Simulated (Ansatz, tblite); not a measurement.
# GeFCl3 (GeCl3F): removing an electron

One table from this session's results is given with a row withheld; the runs are named, their logs left out.

Program: Ansatz 0.2.0, Gaussian basis. Level of theory: as each input shows. These are calculated values, not measurements.

The runs, in order: charge +1 doublet, at the geometry of the singlet (PBE0-D4/def2-TZVP, PBE-D4/def2-TZVP, r2SCAN-D4/def2-TZVP, BLYP-D4/def2-TZVP, B97M-V/def2-TZVP, ωB97M-V/def2-TZVP, LC-ωPBE/def2-TZVP, LDA/def2-TZVP); charge +1 doublet, relaxed (PBE0-D4/def2-TZVP, PBE-D4/def2-TZVP); the starting singlet's energies come from earlier runs.

## The geometry

The singlet was relaxed beforehand with PBE0-D4/def2-SVP.

5 atoms, charge 0, spin multiplicity 1.

Atoms are counted from 1 here; the program's logs count them from 0.

Bond lengths: Ge1–F2 1.717 Å, Ge1–Cl3 2.116 Å, Ge1–Cl4 2.116 Å, Ge1–Cl5 2.116 Å. Angles: F2–Ge1–Cl3 107.9°, F2–Ge1–Cl4 107.9°, F2–Ge1–Cl5 107.9°, Cl3–Ge1–Cl4 111.0°, Cl3–Ge1–Cl5 111.0°, Cl4–Ge1–Cl5 111.0°.

Set-up of the first run:

in.yaml

```yaml
crystal:
  periodic: [false, false, false]
  atoms:
    - {symbol: Ge, position_ang: [0.000223, -0.000402, 0.047679]}
    - {symbol: F, position_ang: [0.008144, -0.016005, 1.764187]}
    - {symbol: Cl, position_ang: [2.009872, 0.010063, -0.613250]}
    - {symbol: Cl, position_ang: [-1.013110, 1.746127, -0.583488]}
    - {symbol: Cl, position_ang: [-1.005128, -1.739803, -0.615128]}
basis:
  gaussian: {orbitals: def2-SVP}
total_charge: 1
magnetization: {spin_polarized: true, initial_magnetization: 1}
hamiltonian: {xc: pbe0, dispersion: d4}
output: {orbitals: {seedname: orbitals}}
```

Command:

```console
> ansatz run in.yaml --threads 2 --pin off --events-out ev --progress --plain --max-ram 4352MiB
```

Among the steps run: Charge +1 doublet at the fixed geometry, first pass, PBE0-D4/def2-SVP; Charge +1 doublet at the fixed geometry, PBE0-D4/def2-TZVP; Charge +1 doublet at the fixed geometry, PBE-D4/def2-TZVP; Charge +1 doublet at the fixed geometry, r2SCAN-D4/def2-TZVP; Charge +1 doublet at the fixed geometry, BLYP-D4/def2-TZVP; Charge +1 doublet at the fixed geometry, B97M-V/def2-TZVP; Charge +1 doublet at the fixed geometry, ωB97M-V/def2-TZVP; Charge +1 doublet at the fixed geometry, LC-ωPBE/def2-TZVP; Charge +1 doublet at the fixed geometry, LDA/def2-TZVP.

One of the session's tables, all rows but one given; the rest of the session is left out.

It belongs to the step «Vertical ionisation energy». Beside −ε(HOMO) of the starting state:

| level | −ε(HOMO) (eV) | by difference (eV) | mismatch (eV) |
| --- | --- | --- | --- |
| LDA/def2-TZVP | ? | ? | ? |
| PBE-D4/def2-TZVP | 8.33 | 11.25 | -2.92 |
| BLYP-D4/def2-TZVP | 8.15 | 11.09 | -2.94 |
| r2SCAN-D4/def2-TZVP | 8.74 | 11.57 | -2.83 |
| B97M-V/def2-TZVP | 8.82 | 11.66 | -2.84 |
| PBE0-D4/def2-TZVP | 9.82 | 11.87 | -2.06 |
| LC-ωPBE/def2-TZVP | 12.67 | 12.66 | +0.01 |
| ωB97M-V/def2-TZVP | 12.07 | 12.33 | -0.25 |

**Question.** Estimate the row for LDA/def2-TZVP.

As computed: −ε(HOMO) (eV): 8.49; by difference (eV): 11.43; mismatch (eV): -2.94. In the column «−ε(HOMO) (eV)» it lies between PBE-D4/def2-TZVP (8.33) and r2SCAN-D4/def2-TZVP (8.74).
